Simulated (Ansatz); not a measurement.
**KI: a single-point run**

Wanted: a converged single-point run for KI, and a check of what comes out. The structure is shown as the input types it.

Program: Ansatz 0.2.0. Level of theory: density functional or hybrid calculation with the settings of its input, plane waves (as first typed). These are calculated values, not measurements.

5 further runs of the same task are left out: 1 for a known fault of the program, 4 that didn't finish.

## Step 1: The structure to begin with

The structure is cubic, space group Fm-3m (No. 225). Conventional cell: a = 7.089 Å, b = 7.089 Å, c = 7.089 Å, α = 90.00°, β = 90.00°, γ = 90.00°. Around K (site symmetry m-3m) lie 6 I at 3.54 Å. Around I (site symmetry m-3m) lie 6 K at 3.54 Å.

Coordinates:

```
K I
1.0
     0.00000    3.54429    3.54429
     3.54429    0.00000    3.54429
     3.54429    3.54429    0.00000
K I
1 1
Direct
  0.00000 0.00000 0.00000
  0.50000 0.50000 0.50000
```

## Step 2: The calculation

Contents of input.yaml:

```yaml
crystal:
  lattice:
    - [0.0, 3.544285025, 3.544285025]
    - [3.544285025, 0.0, 3.544285025]
    - [3.544285025, 3.544285025, 0.0]
  atoms:
    - { symbol: K, position: [0.0, 0.0, 0.0] }
    - { symbol: I, position: [0.5, 0.5, 0.5] }
kpoints:
  mp_grid: { grid: [4, 4, 4] }
hamiltonian:
  xc: hse06
scf:
  occupations: { method: fixed }
  n_extra_bands: 4
  max_iter: 62
output:
  forces: true
  stress: true
  eigenvalues: true
basis:
  ecutwfc: 120
```

On the command line:

```console
$ ansatz run input.yaml --threads 4 --pin off --max-ram 3686MiB --backend cpu --events-out ev --progress --plain --runs-dir out
```

What happens when this is run?

The run converged and reported no error, with warnings (cutoff below recommended, stress exchange threshold loose, stress scf threshold loose). Its log warns: «basis.ecutwfc = 120 eV is below the records' recommended 420 eV ...»

The suspect setting: basis.ecutwfc is 120. The basis cutoff is far too low: the plane waves can't represent the orbitals near the cores. The potentials' recommended cutoff is 420 eV.

To check: delete basis.ecutwfc (the default then holds).
